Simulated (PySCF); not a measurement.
# H6N3Si2: the cost of one run

Programs: PySCF 2.14.0, with routines of our own; each step states its level. All values are computed. Atoms count from 0.

## 1. The starting structure

11 atoms, charge 0, multiplicity 2; geometry from: GFN2-xTB.

## 2. Open-shell or spin-flip excitations: unrestricted TDA BHandHLYP/def2-SVPD

The job: settings as JSON, then the geometry in Å.

```
{"job": {"kind": "uabs", "xc": "BHandHLYP", "basis": "def2-SVPD", "nstates": 10, "tda": true}, "charge": 0, "multiplicity": 2}
N      2.115340     0.174792     0.123524
Si     0.495169     0.290487     0.675207
N     -0.482380    -1.125756     0.709541
Si    -1.788862    -0.582956    -0.261987
N     -0.641107     0.727469    -0.628074
H      2.355300    -0.573719    -0.506296
H      2.853553     0.317682     0.789825
H      0.418058     1.321292     1.691744
H     -2.099365    -1.418361    -1.413888
H     -2.939116     0.055571     0.358832
H     -0.281165     0.816170    -1.564392
```

Method: unrestricted TDA BHandHLYP/def2-SVPD, vertical, gas phase, core orbitals frozen in the response.

Run with:

```
> OMP_NUM_THREADS=1 python excited_run.py task.json out
```

This one command runs all jobs of the session in turn.

Q: Estimate the wall time and peak memory of this first job on 1 thread of Arm Neoverse N1, shared host.

About 63 s, with a peak of 0.57 GiB.
